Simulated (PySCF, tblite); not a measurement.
# C4H13NSi2: geometry, infrared bands and NMR shifts

What infrared bands and NMR shifts should C4H13NSi2 (`CC[Si@@H]1CC[Si@H]1N`) show?

Programs: tblite 0.8.0 and PySCF 2.14.0, with density-fitted response routines of our own. Each step states its level of theory. These are calculated values for one molecule in the gas phase, unless marked as measured. Atoms count from 0, in the outputs and in this text.

**1. The molecule as given**

20 atoms, charge 0, multiplicity 1; geometry from: force field or distance geometry start.

Bonds of the start (Å): C0–C1 1.52, C1–Si2 1.85, Si2–C3 1.86, C3–C4 1.54, C4–Si5 1.86, Si5–N6 1.77, Si5–Si2 2.22, C0–H7 1.11, C0–H8 1.12, C0–H9 1.11, C1–H10 1.10, C1–H11 1.12, Si2–H12 1.45, C3–H13 1.11, C3–H14 1.11, C4–H15 1.11, C4–H16 1.12, Si5–H17 1.47, N6–H18 1.05, N6–H19 1.05.

**2. Relaxing the molecule with GFN2-xTB**

Job settings and geometry (Å):

```
{"job": {"kind": "relax", "xc": "GFN2-xTB", "basis": "xTB"}, "charge": 0, "multiplicity": 1}
C      2.924600    -0.758700    -0.089400
C      1.808300     0.083400     0.495300
Si     0.383300     0.262800    -0.663700
C     -0.684300     1.706700    -0.167400
C     -1.523700     0.872200     0.812600
Si    -1.407700    -0.830300     0.060600
N     -2.687500    -1.151900    -1.116900
H      3.408400    -0.228000    -0.940000
H      2.528500    -1.753800    -0.410000
H      3.657300    -0.957400     0.721200
H      2.176300     1.064900     0.843200
H      1.410400    -0.445000     1.402500
H      0.689500     0.157400    -2.073100
H     -0.080400     2.437500     0.417800
H     -1.310500     2.158500    -0.964300
H     -1.186100     0.954800     1.871100
H     -2.576500     1.235600     0.740200
H     -1.076700    -1.915300     0.987900
H     -2.885800    -2.186800    -1.156800
H     -3.572400    -0.695800    -0.773900
```

Run with:

```console
$ OMP_NUM_THREADS=1 python probes_run.py task.json out
```

The driver reads the jobs from task.json and runs them one after another.

**Question.** This job is followed by: GFN2-xTB harmonic vibrations, gas phase; GIAO PBE0/pcSseg-1 NMR shielding, non-relativistic, gas phase. What will the session give for the following? strongest single infrared mode (GFN2-xTB); zero-point energy (GFN2-xTB); 13C shifts against TMS (PBE0/pcSseg-1); 1H shifts against TMS (PBE0/pcSseg-1, means over atoms taken as alike); 29Si shifts against TMS (PBE0/pcSseg-1); 15N shifts against NH3 (PBE0/pcSseg-1).

**Answer**, as computed:

| quantity | value |
| --- | --- |
| strongest single infrared mode (GFN2-xTB) | 2108 cm⁻¹, 514 km/mol |
| zero-point energy (GFN2-xTB) | 101.4 kcal/mol |
| 13C shifts against TMS (PBE0/pcSseg-1) | 13.8, 11.2, 10.4, 9.2 ppm |
| 1H shifts against TMS (PBE0/pcSseg-1, means over atoms taken as alike) | 5.99, 4.83, 1.70, 1.59, 1.45, 1.27, 1.04, 0.90, 0.77, -0.10 ppm |
| 29Si shifts against TMS (PBE0/pcSseg-1) | -2.6, -11.0 ppm |
| 15N shifts against NH3 (PBE0/pcSseg-1) | 10.6 ppm |

What this shows: Relaxing lowered the energy by 0.976 eV in 189 steps; the close pair that moved most is Si2–Si5, from 2.220 to 2.322 Å. No mode is imaginary among the 54: a minimum at this level. The strongest single mode, at 2108 cm⁻¹, moves mainly H12. Unscaled tight-binding wavenumbers are off by several per cent, some by more. Its intensities can rank the bands wrongly. At PBE0/pcSseg-1: The widest tensor belongs to Si2: span 99 ppm, with a paramagnetic part of -522 ppm.
